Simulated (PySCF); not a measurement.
NCGaCl2, in a box:

```xyz
5
Lattice="12.0000 0.0000 0.0000 0.0000 13.0000 0.0000 0.0000 0.0000 13.0000" Properties=species:S:1:pos:R:3 pbc="T T T"
N     7.3355    4.7634    8.3126
C     6.9194    5.3666    7.4238
Ga    6.2266    6.3702    5.9429
Cl    4.6904    5.5554    4.7554
Cl    7.0076    8.2786    5.5168
```

Base run:

```yaml
Program: PySCF 2.14.0
Functional: PBE
Potentials_or_basis: def2-svp (all-electron)
k_mesh: 1 × 1 × 1
Occupations: fixed
Spin: no spin polarisation
```

Its results: gap between the frontier levels 5.00 eV.

Task: The run is repeated on the same cell with these changes: functional from PBE to PBE50. What comes out?

Result: Gap between the frontier levels 9.47 eV.

PBE50 gives the wider gap, since exact exchange removes part of the self-interaction.

Caveats: this is a molecule in a periodic box at the Γ point, so its band gap is the HOMO-LUMO gap; relativity is left out, which matters for the heavier elements; the basis of atomic orbitals isn't converged, which shifts pressures, moduli and gaps.

